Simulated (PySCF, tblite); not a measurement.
**C₈H₉P: geometry, infrared bands and NMR shifts**

Aim: predict the infrared bands and NMR shifts of C₈H₉P (`C=P12C=CC(C=C1)C=C2`).

The runs use tblite 0.8.0 and PySCF 2.14.0, with density-fitted response routines of our own; the level of theory stands in each step. All values are computed, except where a source is named. Atoms count from 0, in the outputs and in this text.

### Step 1. Starting geometry

18 atoms, charge 0, multiplicity 1; geometry from: force field or distance geometry start.

Bonds of the start (Å): C0–P1 1.69, P1–C2 1.75, C2–C3 1.34, C3–C4 1.56, C4–C5 1.54, C5–C6 1.35, C4–C7 1.54, C7–C8 1.36, C6–P1 1.76, C8–P1 1.75, C0–H9 1.10, C0–H10 1.11, C2–H11 1.09, C3–H12 1.07, C4–H13 1.10, C5–H14 1.08, C6–H15 1.10, C7–H16 1.08, C8–H17 1.09.

### Step 2. Relaxing the molecule with GFN2-xTB

What the job is given:

```
{"job": {"kind": "relax", "xc": "GFN2-xTB", "basis": "xTB"}, "charge": 0, "multiplicity": 1}
C     -2.720300     0.188300    -0.119600
P     -1.033600     0.078300    -0.053300
C     -0.093200     1.534200    -0.301300
C      1.235500     1.336800    -0.235400
C      1.684400    -0.121200     0.076700
C      1.030000    -0.545300     1.402500
C     -0.319000    -0.482700     1.454000
C      1.108900    -1.018700    -1.036300
C     -0.241600    -1.006100    -1.182200
H     -3.231400     0.925500    -0.762300
H     -3.381500    -0.468000     0.475500
H     -0.535700     2.506600    -0.504500
H      1.962200     2.117000    -0.350200
H      2.779300    -0.197800     0.111900
H      1.643700    -0.858200     2.239200
H     -0.885700    -0.757300     2.352200
H      1.755700    -1.625900    -1.652600
H     -0.766500    -1.599400    -1.926000
```

The run is started by

```sh
$ OMP_NUM_THREADS=1 python probes_run.py task.json out
```

One launch serves the whole session: the jobs run in the order shown.

**Question.** This job is followed by: GFN2-xTB harmonic vibrations, gas phase; GIAO PBE0/pcSseg-1 NMR shielding, non-relativistic, gas phase. Predict these results of the whole session: strongest single infrared mode (GFN2-xTB); zero-point energy (GFN2-xTB); 13C shifts against TMS (PBE0/pcSseg-1, means over atoms taken as alike); 1H shifts against TMS (PBE0/pcSseg-1, means over atoms taken as alike); 31P shifts against H3PO4 (PBE0/pcSseg-1).

As calculated:

```
                                                               quantity                          value
                              strongest single infrared mode (GFN2-xTB)           752 cm⁻¹, 125 km/mol
                                           zero-point energy (GFN2-xTB)                  86.5 kcal/mol
13C shifts against TMS (PBE0/pcSseg-1, means over atoms taken as alike)  158.3, 146.2, 52.2, -15.5 ppm
 1H shifts against TMS (PBE0/pcSseg-1, means over atoms taken as alike)     7.62, 6.87, 4.59, 0.08 ppm
                               31P shifts against H3PO4 (PBE0/pcSseg-1)                      -25.6 ppm
```

In words: The optimisation took 35 steps and gained 0.697 eV; among the close pairs (by a distance rule), P1–C8 changed most, from 1.754 to 1.867 Å. All 48 modes are real, so the xTB geometry is a minimum. The strongest single mode, at 752 cm⁻¹, has its largest shares on H10, H9 and C0 (the list is cut at 3 atoms). GFN2-xTB is a fitted tight-binding method: band positions and strengths are rough. Its intensities can rank the bands wrongly. At PBE0/pcSseg-1: Shielding is most anisotropic at C3, C5, C7 (span 259 ppm, paramagnetic term -224 ppm).
